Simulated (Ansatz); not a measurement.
# Cl2H3InSi: small, medium and large basis sets

Aim: see how fast density functionals converge with the basis set for Cl2H3InSi.

The runs use Ansatz 0.2.0, Gaussian basis; one geometry, several basis sets.

Plan: PBE0-D4/def2-SVP; ωB97M-V/def2-SVP; PBE0-D4/def2-QZVPP; ωB97M-V/def2-QZVPP; the functionals' def2-TZVPP values are taken from earlier runs.

### Step 1. The relaxed structure

All runs share one geometry, relaxed beforehand with PBE0-D4 in a triple-zeta def2 set. In takes the def2 core potential; no spin-orbit term is included.

SMILES `[SiH3][In]([Cl])[Cl]`, 7 atoms, charge 0, spin multiplicity 1.

Atoms are counted from 1 here; the program's logs count them from 0.

Bond lengths: Si1–In2 2.553 Å, Si1–H5 1.484 Å, Si1–H6 1.483 Å, Si1–H7 1.483 Å, In2–Cl3 2.327 Å, In2–Cl4 2.326 Å. Angles: In2–Si1–H5 107.9°, In2–Si1–H6 109.3°, In2–Si1–H7 108.4°, H5–Si1–H6 110.4°, H5–Si1–H7 110.1°, H6–Si1–H7 110.6°, Si1–In2–Cl3 124.3°, Si1–In2–Cl4 125.3°, Cl3–In2–Cl4 110.4°.

### Step 2. PBE0-D4 in def2-SVP

Input file in.yaml:

```yaml
crystal:
  periodic: [false, false, false]
  atoms:
    - {symbol: Si, position_ang: [-0.326787, 1.200721, -0.259206]}
    - {symbol: In, position_ang: [0.322902, -1.215964, 0.246944]}
    - {symbol: Cl, position_ang: [2.204121, -1.838376, 1.467513]}
    - {symbol: Cl, position_ang: [-0.870290, -3.097400, -0.422862]}
    - {symbol: H, position_ang: [-0.779595, 1.826857, 1.008207]}
    - {symbol: H, position_ang: [-1.418845, 1.214977, -1.261750]}
    - {symbol: H, position_ang: [0.868504, 1.909194, -0.778857]}
basis:
  gaussian: {orbitals: def2-SVP}
hamiltonian: {xc: pbe0, dispersion: d4}
output: {orbitals: {seedname: orbitals}}
```

Run with:

```bash
$ ansatz run in.yaml --threads 4 --pin off --events-out ev --progress --plain --max-ram 10444MiB
```

The runs that follow: ωB97M-V in def2-SVP; PBE0-D4 in def2-QZVPP; ωB97M-V in def2-QZVPP.

**Question.** What will the summary of the whole plan be? Wanted: PBE0-D4: double and triple zeta above quadruple; ωB97M-V: double and triple zeta above quadruple.

**Answer**, as computed:

| quantity | value |
| --- | --- |
| PBE0-D4: double and triple zeta above quadruple | 12.66, 1.04 eV |
| ωB97M-V: double and triple zeta above quadruple | 12.56, 0.99 eV |

**Reading.** For PBE0-D4 the step from double to triple zeta gains 11.63 eV and the next only 1.04 eV. These are total energies; as a rule much of such shifts cancels in differences, which this series doesn't test.
